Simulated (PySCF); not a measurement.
# C7H11N: the cost of one run

Programs: PySCF 2.14.0, with routines of our own; each step states its level. All values are computed. Atoms count from 0.

### 1 The starting structure

19 atoms, charge 0, multiplicity 1; geometry from: GFN2-xTB.

### 2 Magnetic properties: GIAO HF/pcSseg-1

The job: settings as JSON, then the geometry in Å.

```
{"job": {"kind": "mag", "xc": "HF", "basis": "pcSseg-1", "isotopologues": 2}, "charge": 0, "multiplicity": 1}
C     -1.977303     1.305009    -0.340911
N     -1.351443     0.042640    -0.634732
C     -1.877658    -1.212886    -0.054993
C     -0.453410    -1.520424     0.323325
C     -0.073505    -0.316324    -0.142463
C      1.157459     0.464941    -0.242989
C      2.478039    -0.248160    -0.374769
C      2.136228     0.440701     0.903371
H     -1.397894     2.106298    -0.798474
H     -2.059770     1.505645     0.737240
H     -2.977807     1.306568    -0.774012
H     -2.346083    -1.857103    -0.800536
H     -2.560881    -1.050785     0.780475
H      0.028613    -2.403461     0.685591
H      1.043336     1.399423    -0.778014
H      3.229918     0.189242    -1.013610
H      2.458252    -1.326406    -0.392110
H      1.881989    -0.170884     1.755306
H      2.652117     1.355218     1.154846
```

Level: GIAO HF/pcSseg-1 magnetisability, rotational g tensor and spin-rotation constants, non-relativistic, gas phase.

On the command line:

```sh
$ OMP_NUM_THREADS=1 python excited_run.py task.json out
```

The driver reads the jobs from task.json and runs them one after another.

Q: Estimate the wall time and peak memory of this first job on 1 thread of Arm Neoverse V1, shared host.

About 17 s, with a peak of 0.85 GiB.
